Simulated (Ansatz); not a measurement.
BiTe:

```
Bi Te
1.0
     2.42271    1.39875    3.31729
    -2.42271    1.39875    3.31729
     0.00000   -2.79750    3.31729
Bi Te
1 1
Direct
  0.50000 0.50000 0.50000
  0.00000 0.00000 0.00000
```

The cell comes from a database or a generator and needn't be the stable form of this composition.

Base run:

| Quantity | Value |
| --- | --- |
| Program | Ansatz 0.2.0 |
| Functional | PBE |
| Potentials or basis | Ansatz PAW |
| Cutoff | 420 eV |
| Density cutoff | 1680 eV |
| k mesh | 7 × 7 × 7 |
| Occupations | fermi-dirac, width 0.05 eV |
| Spin | no spin polarisation |

Its results: band gap on the k mesh none (metal or under the smearing width); pressure 0.2 GPa.

The run is repeated on the same cell with these changes: functional from PBE to RPBE; occupations from fermi-dirac, width 0.05 eV to gaussian, width 0.05 eV. What comes out?

Band gap on the k mesh none (metal or under the smearing width); pressure 1.5 GPa.

Caveats: spin-orbit coupling is left out, which moves the levels of the heavy elements; the potentials were made for another functional, which shifts forces and pressure (some runs); the PAW data sets come from PBE, with cores solved anew for the run's functional, which leaves a small shift of forces and pressure (some runs).

Not every run made on this cell is shown here.
